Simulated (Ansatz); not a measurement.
# ScB2N3: the cost of one run

Program: Ansatz 0.2.0. Level of theory: DFT PBE, scalar-relativistic, plane waves, PAW. These are calculated values, not measurements.

## (1) The starting structure

The structure is trigonal, space group R-3m (No. 166). Conventional cell: a = 4.533 Å, b = 4.533 Å, c = 10.752 Å, α = 90.00°, β = 90.00°, γ = 120.00°. Sc (site symmetry -3m) is surrounded by 6 N at 2.22 Å and 6 B at 2.65 Å. Around B (site symmetry 3m) lie 9 N at 2.59 to 2.64 Å and 3 Sc at 2.65 Å and 4 B at 2.70 to 2.76 Å. N (site symmetry 2/m) is surrounded by 2 Sc at 2.22 Å and 4 N at 2.27 Å.

Structure file:

```xyz
6
Lattice="2.2667 1.3087 3.5840 -2.2667 1.3087 3.5840 0.0000 -2.6174 3.5840" Properties=species:S:1:pos:R:3 pbc="T T T"
Sc    0.0000    0.0000    0.0000
B     0.0000    0.0000    6.7250
B     0.0000    0.0000    4.0269
N    -1.1334    0.6543    1.7920
N     1.1334    0.6543    1.7920
N     0.0000   -1.3087    1.7920
```

Recipe of the guess: species swapped into a database cell of Ta2MnV3 (R-3m, No. 166), with B on the Ta sites, Sc on the Mn sites and N on the V sites. The dimensions are guesses.

## (2) A first look at the guess

File input.yaml:

```yaml
crystal:
  lattice:
    - [2.26670836, 1.30868468, 3.58395667]
    - [-2.26670836, 1.30868468, 3.58395667]
    - [0.0, -2.61736936, 3.58395667]
  atoms:
    - { symbol: Sc, position: [0.0, 0.0, 0.0] }
    - { symbol: B, position: [0.62547439, 0.62547439, 0.62547439] }
    - { symbol: B, position: [0.37452561, 0.37452561, 0.37452561] }
    - { symbol: "N", position: [0.0, 0.5, 0.0] }
    - { symbol: "N", position: [0.5, 0.0, 0.0] }
    - { symbol: "N", position: [0.0, 0.0, 0.5] }
basis:
  ecutwfc: 420
kpoints:
  mp_grid: { grid: [6, 6, 6] }
hamiltonian:
  xc: pbe
scf:
  occupations: { method: gaussian, width: 0.1 }
  lower_state_search: "off"
output:
  forces: true
  stress: true
  eigenvalues: true
```

The run is started by

```console
ansatz run input.yaml --threads 1 --pin off --max-ram 2560MiB --backend cpu --events-out ev --progress --plain --runs-dir out
```

**Question.** How long does this run take on 1 thread of Arm Neoverse N1, shared host, and how much memory does it need?

About 4.8 s, with a peak of 0.33 GiB.
